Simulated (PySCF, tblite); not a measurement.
**C₂H₁₀B₃N: geometry, infrared bands and NMR shifts**

Wanted: the infrared bands and NMR shifts of C₂H₁₀B₃N (`BC(B)BNC`), by calculation.

Programs: tblite 0.8.0 and PySCF 2.14.0, with density-fitted response routines of our own. Each step states its level of theory. These are calculated values for one molecule in the gas phase, unless marked as measured. Atoms are numbered from 0 throughout.

## Step 1: Starting geometry

16 atoms, charge 0, multiplicity 1; geometry from: force field or distance geometry start.

Bonds of the start (Å): B0–C1 1.59, C1–B2 1.61, C1–B3 1.59, B3–N4 1.54, N4–C5 1.45, B0–H6 1.17, B0–H7 1.19, C1–H8 1.12, B2–H9 1.18, B2–H10 1.18, B3–H11 1.17, N4–H12 1.05, C5–H13 1.10, C5–H14 1.12, C5–H15 1.12.

## Step 2: Geometry optimisation with GFN2-xTB

What the job is given:

```
{"job": {"kind": "relax", "xc": "GFN2-xTB", "basis": "xTB"}, "charge": 0, "multiplicity": 1}
B      1.666500    -0.225700    -2.026600
C      0.971900    -0.506300    -0.627300
B      1.999000    -0.175700     0.563700
B     -0.342900     0.371700    -0.466800
N     -1.682900    -0.319100    -0.172600
C     -2.213600     0.130400     1.105300
H      2.383200    -1.036600    -2.481100
H      1.862800     0.901100    -2.348300
H      0.717000    -1.590500    -0.559600
H      1.804100    -0.671800     1.620600
H      2.538500     0.872400     0.560800
H     -0.284300     1.542000    -0.514600
H     -2.349900    -0.004700    -0.916200
H     -3.177600    -0.369500     1.294500
H     -2.380000     1.240700     1.115700
H     -1.519500    -0.149300     1.945000
```

The run is started by

```console
$ OMP_NUM_THREADS=1 python probes_run.py task.json out
```

This one command runs all jobs of the session in turn.

What it wrote:

```text
step      E/eV     max force
  0    -434.03732    1.707
  1    -434.20341    1.432
  2    -434.35329    0.801
  3    -434.41146    0.701
  4    -434.45098    0.294
  5    -434.45948    0.234
  6    -434.46779    0.197
  7    -434.47233    0.190
  8    -434.47812    0.247
  9    -434.48437    0.250
 10    -434.49220    0.343
 11    -434.49964    0.296
 12    -434.50531    0.148
 13    -434.50908    0.154
 14    -434.51262    0.170
 15    -434.51647    0.185
 16    -434.52037    0.184
 17    -434.52443    0.189
 18    -434.52877    0.272
 19    -434.53372    0.289
 20    -434.53981    0.235
 21    -434.54760    0.215
 22    -434.55870    0.326
 23    -434.57909    0.539
 24    -434.61186    0.809
 25    -434.52306    2.292
 26    -434.69868    0.775
 27    -434.75403    0.627
 28    -434.77154    1.805
 29    -434.86654    0.594
 30    -434.90120    0.515
 31    -434.94340    0.823
 32    -434.96802    0.349
 33    -434.97846    0.324
 34    -435.01542    0.440
 35    -435.04391    0.553
 36    -435.08551    0.543
 37    -435.11235    0.743
 38    -435.15480    0.623
 39    -435.19663    0.599
 40    -435.28815    0.589
 41    -435.32978    0.581
 42    -435.36747    0.532
 43    -435.41318    0.678
 44    -435.44264    0.516
 45    -435.46346    0.347
 46    -435.47747    0.305
 47    -435.50045    0.406
 48    -435.51995    0.357
 49    -435.53110    0.270
 50    -435.53690    0.229
 51    -435.54204    0.235
 52    -435.54803    0.288
 53    -435.55484    0.265
 54    -435.56021    0.128
 55    -435.56325    0.114
 56    -435.56602    0.142
 57    -435.56899    0.119
 58    -435.57168    0.102
 59    -435.57379    0.089
 60    -435.57517    0.075
 61    -435.57610    0.071
 62    -435.57694    0.062
 63    -435.57776    0.077
 64    -435.57841    0.061
 65    -435.57886    0.055
 66    -435.57926    0.046
 67    -435.57974    0.052
 68    -435.58028    0.054
 69    -435.58078    0.053
 70    -435.58124    0.063
 71    -435.58174    0.068
 72    -435.58236    0.063
 73    -435.58301    0.062
 74    -435.58357    0.050
 75    -435.58405    0.050
 76    -435.58456    0.056
 77    -435.58505    0.045
 78    -435.58539    0.038
 79    -435.58563    0.037
 80    -435.58585    0.045
 81    -435.58615    0.048
 82    -435.58653    0.039
 83    -435.58690    0.041
 84    -435.58721    0.045
 85    -435.58751    0.037
 86    -435.58782    0.041
 87    -435.58815    0.037
 88    -435.58844    0.039
 89    -435.58866    0.035
 90    -435.58882    0.038
 91    -435.58898    0.031
 92    -435.58917    0.030
 93    -435.58941    0.036
 94    -435.58964    0.035
 95    -435.58988    0.041
 96    -435.59020    0.051
 97    -435.59074    0.072
 98    -435.59163    0.091
 99    -435.59271    0.092
100    -435.59339    0.076
101    -435.59355    0.056
102    -435.59390    0.033
103    -435.59402    0.038
104    -435.59428    0.040
105    -435.59452    0.041
106    -435.59476    0.037
107    -435.59492    0.025
108    -435.59506    0.025
109    -435.59524    0.032
110    -435.59548    0.030
111    -435.59577    0.060
112    -435.59602    0.048
113    -435.59632    0.040
114    -435.59651    0.036
115    -435.59679    0.035
116    -435.59702    0.027
117    -435.59718    0.020
118    -435.59726    0.038
119    -435.59731    0.027
120    -435.59738    0.024
121    -435.59757    0.030
122    -435.59772    0.039
123    -435.59784    0.031
124    -435.59793    0.018
125    -435.59800    0.015
126    -435.59807    0.022
127    -435.59813    0.021
128    -435.59819    0.020
129    -435.59827    0.021
130    -435.59838    0.025
131    -435.59853    0.034
132    -435.59869    0.031
133    -435.59883    0.027
134    -435.59896    0.025
135    -435.59910    0.030
136    -435.59924    0.033
137    -435.59936    0.025
138    -435.59949    0.024
139    -435.59965    0.022
140    -435.59981    0.022
141    -435.59993    0.017
142    -435.59998    0.009
```

It took 0.49 s on 1 thread of Intel Xeon 6975P-C, shared host.

The steps of the relaxation: (not every step is listed)

| step | energy from step 0 (eV) | largest force (eV/Å) |
| --- | --- | --- |
| 0 | 0.0000 | 1.7066 |
| 1 | -0.1661 | 1.4319 |
| 2 | -0.3160 | 0.8006 |
| 3 | -0.3741 | 0.7009 |
| 4 | -0.4137 | 0.2936 |
| 5 | -0.4222 | 0.2338 |
| 6 | -0.4305 | 0.1969 |
| 7 | -0.4350 | 0.1896 |
| 8 | -0.4408 | 0.2471 |
| 20 | -0.5025 | 0.2352 |
| 32 | -0.9307 | 0.3492 |
| 44 | -1.4053 | 0.5160 |
| 56 | -1.5287 | 0.1421 |
| 68 | -1.5430 | 0.0542 |
| 80 | -1.5485 | 0.0453 |
| 92 | -1.5519 | 0.0295 |
| 104 | -1.5570 | 0.0396 |
| 116 | -1.5597 | 0.0270 |
| 128 | -1.5609 | 0.0202 |
| 137 | -1.5620 | 0.0248 |
| 138 | -1.5622 | 0.0242 |
| 139 | -1.5623 | 0.0217 |
| 140 | -1.5625 | 0.0222 |
| 141 | -1.5626 | 0.0172 |
| 142 | -1.5627 | 0.0086 |

Distances of close pairs at the start and the end, largest changes first:

| bond | before (Å) | after (Å) | change (Å) |
| --- | --- | --- | --- |
| B3–N4 | 1.536 | 1.381 | -0.155 |
| C1–B2 | 1.607 | 1.556 | -0.051 |
| N4–H12 | 1.047 | 1.011 | -0.036 |
| C5–H14 | 1.123 | 1.087 | -0.035 |
| B0–C1 | 1.587 | 1.556 | -0.031 |
| C5–H15 | 1.125 | 1.094 | -0.031 |
| C1–H8 | 1.116 | 1.092 | -0.023 |
| B0–H7 | 1.188 | 1.170 | -0.019 |

The next job starts from the end point, and lists it.

## Step 3: Vibrational analysis with GFN2-xTB

What the job is given:

```
{"job": {"kind": "ir", "xc": "GFN2-xTB", "basis": "xTB"}, "charge": 0, "multiplicity": 1}
B      1.424203    -0.076288    -1.972692
C      1.067890    -0.543943    -0.532045
B      2.254091    -0.225119     0.423642
B     -0.145106     0.381499    -0.045904
N     -1.321734    -0.237575     0.328877
C     -2.539146     0.384798     0.798021
H      1.358983    -0.835383    -2.864755
H      1.761261     1.022976    -2.186579
H      0.775615    -1.595842    -0.495867
H      2.716238    -1.079598     1.080675
H      2.697587     0.854337     0.500154
H     -0.076552     1.547663     0.007153
H     -1.405402    -1.244202     0.288387
H     -3.374854     0.163337     0.127677
H     -2.401429     1.462753     0.836274
H     -2.799244     0.029531     1.799387
```

What it wrote:

```text
mode    cm-1     km/mol
  1      55.3      1.95
  2     131.4      0.01
  3     153.9      1.73
  4     157.4      0.09
  5     185.2      0.09
  6     188.0      0.13
  7     303.6      0.04
  8     311.6      0.56
  9     366.1      0.11
 10     422.4      2.70
 11     652.1    131.03
 12     772.9      3.27
 13     782.1      0.23
 14     808.9      0.14
 15     824.6     83.07
 16     831.7    175.28
 17     944.6    127.47
 18     980.8     23.89
 19     998.5      7.37
 20    1045.4     54.84
 21    1065.4     52.87
 22    1109.2      1.19
 23    1121.4    117.03
 24    1190.3     13.91
 25    1192.1    101.40
 26    1216.0     90.78
 27    1246.6     92.48
 28    1299.9     54.84
 29    1412.4     23.74
 30    1464.5    187.82
 31    1482.7      5.59
 32    1501.8     78.84
 33    2605.9    230.26
 34    2611.5    112.79
 35    2641.2     30.73
 36    2649.6      0.39
 37    2659.5    377.82
 38    2938.5     45.99
 39    2950.6    105.96
 40    2961.0     70.05
 41    3042.3     21.86
 42    3419.0      6.81
```

Wall time 0.26 s (1 thread of Intel Xeon 6975P-C, shared host).

Which atoms move in the most intense modes:

| cm⁻¹ | km/mol | atoms |
| --- | --- | --- |
| 652 | 131.0 | H12 51 %, B3 19 %, N4 16 % |
| 832 | 175.3 | H6 19 %, H9 17 %, H7 17 %, H10 16 % |
| 945 | 127.5 | C1 38 %, B3 18 %, H11 11 % |
| 1121 | 117.0 | H14 25 %, H11 19 %, N4 14 %, B3 10 % |
| 1464 | 187.8 | N4 31 %, B3 19 %, H15 16 %, H13 15 % |
| 2606 | 230.3 | H6 64 %, H9 21 % |
| 2612 | 112.8 | H9 64 %, H6 22 % |
| 2660 | 377.8 | H10 38 %, H7 38 % |

## Step 4: Nuclear shieldings: PBE0/pcSseg-1

Settings changed since step 3:

```diff
@@ -1,2 +1,2 @@
-{"job": {"kind": "ir", "xc": "GFN2-xTB", "basis": "xTB"}, "charge": 0, "multiplicity": 1}
+{"job": {"kind": "nmr", "xc": "PBE0", "basis": "pcSseg-1"}, "charge": 0, "multiplicity": 1}
 B      1.424203    -0.076288    -1.972692
```

Method: GIAO PBE0/pcSseg-1 NMR shielding, non-relativistic, gas phase.

What it wrote:

```text
coarse grid: 12696 points
cycle   1  E = -211.1563496063  dE =  3.524e-01  |g| = 4.059e-01  |ddm| = 3.266e+00
cycle   2  E = -211.1503398935  dE =  6.010e-03  |g| = 4.454e-01  |ddm| = 7.423e-01
cycle   3  E = -211.2014844774  dE = -5.114e-02  |g| = 4.997e-02  |ddm| = 4.178e-01
cycle   4  E = -211.2020530019  dE = -5.685e-04  |g| = 1.918e-02  |ddm| = 5.878e-02
cycle   5  E = -211.2021360824  dE = -8.308e-05  |g| = 6.729e-03  |ddm| = 1.843e-02
cycle   6  E = -211.2021447988  dE = -8.716e-06  |g| = 2.028e-03  |ddm| = 5.331e-03
final grid: 120752 points
cycle   7  E = -211.2308281739  dE = -4.043e-05  |g| = 8.162e-03  |ddm| = 2.696e-02
cycle   8  E = -211.2308218214  dE =  6.352e-06  |g| = 9.642e-03  |ddm| = 1.615e-02
cycle   9  E = -211.2308465721  dE = -2.475e-05  |g| = 7.032e-04  |ddm| = 8.438e-03
cycle  10  E = -211.2308466936  dE = -1.215e-07  |g| = 1.682e-04  |ddm| = 6.034e-04
cycle  11  E = -211.2308466994  dE = -5.790e-09  |g| = 7.433e-05  |ddm| = 1.668e-04
cycle  12  E = -211.2308467006  dE = -1.244e-09  |g| = 2.073e-05  |ddm| = 6.369e-05
cycle  13  E = -211.2308467007  dE = -9.237e-11  |g| = 5.073e-06  |ddm| = 1.918e-05
converged SCF energy = -211.2308467007

GIAO shielding tensors (ppm)
atom      isotropic    diamagn.    paramagn.     s11        s22        s33       span
  0 B       24.337     193.313    -168.976    -42.661    -14.780    130.450    173.110
  1 C       87.665     259.038    -171.373    -20.908    113.735    170.169    191.078
  2 B       24.330     193.653    -169.323    -42.693    -14.859    130.542    173.234
  3 B       69.558     198.139    -128.581     42.828     57.467    108.380     65.553
  4 N      140.724     323.491    -182.767     41.414    181.057    199.701    158.288
  5 C      148.630     241.895     -93.265    127.939    131.608    186.341     58.402
  6 H       24.452      29.976      -5.524     18.196     27.043     28.116      9.921
  7 H       24.002      30.137      -6.135     17.124     26.664     28.217     11.093
  8 H       26.074      35.682      -9.607     22.214     26.933     29.077      6.863
  9 H       24.453      30.213      -5.760     18.170     27.048     28.141      9.970
 10 H       23.998      30.369      -6.372     17.112     26.654     28.227     11.115
 11 H       26.830      33.237      -6.407     25.797     26.056     28.636      2.839
 12 H       27.633      35.068      -7.435     21.146     29.270     32.483     11.337
 13 H       28.678      27.096       1.582     24.160     26.808     35.065     10.906
 14 H       28.603      28.551       0.052     25.210     27.738     32.861      7.651
 15 H       28.688      27.339       1.349     24.183     26.823     35.059     10.876
```

Run time: 19 s. Hardware: 1 thread of Intel Xeon 6975P-C, shared host; peak memory 0.71 GiB.

Shifts follow as δ = σ(reference) − σ, with reference shieldings (ppm) from runs at the same level and on the same kind of geometry: 1H TMS 31.72, 13C TMS 186.9, 15N NH3 267.7, 11B BF3·OEt2 100.1. The references are single molecules in the gas phase, so shifts against H2O, NH3, PH3, H3PO4 or CFCl3 are not on the usual liquid scales and can be off by tens of ppm. Atoms listed in one row are averaged.

| atoms | environment | σ (ppm) | δ (ppm) | δ scaled to CDCl3 |
| --- | --- | --- | --- | --- |
| C1 | sp3 CH bonded to 3 B | 87.7 | 99.3 | 95.0 |
| C5 | methyl carbon bonded to N | 148.6 | 38.3 | 35.5 |
| H6, H7, H9, H10 | hydrogen on a boron bonded to C | 24.23 | 7.49 | – |
| H8 | hydrogen on an sp3 CH bonded to 3 B | 26.07 | 5.64 | 5.43 |
| H11 | hydrogen on a boron bonded to C, N | 26.83 | 4.89 | – |
| H12 | hydrogen on a nitrogen bonded to C, B | 27.63 | 4.08 | – |
| H13, H14, H15 | hydrogen on a methyl carbon bonded to N | 28.66 | 3.06 | 2.99 |
| B0, B2 | boron bonded to C, 2 H | 24.3 | 75.7 | – |
| B3 | boron bonded to C, N, H | 69.6 | 30.5 | – |
| N4 | nitrogen bonded to C, B, H | 140.7 | 127.0 | – |

The scaled column applies a straight-line fit of computed shieldings to shifts measured in CDCl3 (root-mean-square error 0.16 ppm for H, 1.9 ppm for C).

Charges from the same density, by scheme (e):

| atoms | Mulliken | IAO | Hirshfeld | ESP fit |
| --- | --- | --- | --- | --- |
| B0, B2 | 0.15 | 0.06 | 0.14 | 0.42 |
| C1 | -0.74 | -0.49 | -0.22 | -0.42 |
| B3 | 0.30 | 0.13 | 0.14 | 0.15 |
| N4 | -0.51 | -0.35 | -0.16 | -0.31 |
| C5 | -0.09 | -0.30 | -0.06 | -0.21 |

Mayer bond orders: B0–C1 1.01, C1–B2 1.01, C1–B3 0.88, B3–N4 1.37, N4–C5 0.96.

Orbitals, density, ELF and potential are computed afterwards from the orbital file.

Frontier orbitals at PBE0/pcSseg-1, with the share of their density that lies nearest to each atom:

| orbital | energy (eV) | lies on |
| --- | --- | --- |
| HOMO | -7.70 | N4 47 %; B3 8 %; C1 8 % |
| LUMO | -1.31 | B0, B2 about 26 % each; 4 H atoms about 8 % each; B3 7 % |

ELF in a plane through or near 6 of the atoms.

Ten even steps from ' ' (0.00) to '@' (1.00):
```
                                                        
                                                        
                  ..                                    
            ..++##**==                                  
            ==%%@@@@##::                                
          ..**@@@@@@%%::                ..==--          
          ..==%%@@**==::..    ..--..    ##@@@@##        
            ..::  ==::##++::::++##**..--@@@@@@@@==      
              ..--**@@%%##++--%%%%##==++@@@@@@@@--      
              ::**%%++::%%##--%%##==%%++++%%##--        
              ::**%%++--%%##--%%##==%%++==%%##--        
              ..--##@@%%##++--##%%##++++@@@@@@%%::      
            ..::  ::--##++::::++##**..--@@@@@@@@==      
          ..++%%@@##==::..    ..--..    %%@@@@##        
          ::##@@@@@@%%::                ::++--          
            ++@@@@@@##::                                
            ..++##**--                                  
                ..                                      
                                                        
                                                        
```
The map spans 11.7 Å across and 9.4 Å up, centred on the molecule. Atoms in the plane (x, y in Å): B0 (-2.0, -1.3), C1 (-1.2, 0.0), B2 (-2.0, 1.3), N4 (1.4, 0.0), H13 (3.3, -0.9), H15 (3.3, 0.9).

On the surface of density 0.002 e/bohr³ the electrostatic potential runs, from the 1st to the 99th percentile, from -0.58 to 1.67 V.

## Step 5: What came out

```
                                                                    quantity                             value
                                   strongest single infrared mode (GFN2-xTB)             2660 cm⁻¹, 378 km/mol
                                                zero-point energy (GFN2-xTB)                     78.2 kcal/mol
                                      13C shifts against TMS (PBE0/pcSseg-1)                    99.3, 38.3 ppm
      1H shifts against TMS (PBE0/pcSseg-1, means over atoms taken as alike)  7.49, 5.64, 4.89, 4.08, 3.06 ppm
11B shifts against BF3·OEt2 (PBE0/pcSseg-1, means over atoms taken as alike)                    75.7, 30.5 ppm
                                      15N shifts against NH3 (PBE0/pcSseg-1)                         127.0 ppm
                                       surface potential, 1st and 99th percentile                -0.58 V and 1.67 V
```

In words: Relaxing lowered the energy by 1.563 eV in 142 steps; the close pair that moved most is B3–N4, from 1.536 to 1.381 Å. All 42 modes are real, so the xTB geometry is a minimum. The strongest single mode, at 2660 cm⁻¹, moves mainly H10 and H7. Unscaled tight-binding wavenumbers are off by several per cent, some by more. Its intensities can rank the bands wrongly. At PBE0/pcSseg-1: Shielding is most anisotropic at C1 (span 191 ppm, paramagnetic term -171 ppm). By nearest atom (PBE0/pcSseg-1), the HOMO sits on N4 47 %; B3 8 % and the LUMO on B0, B2 about 26 % each; 4 H atoms about 8 % each.
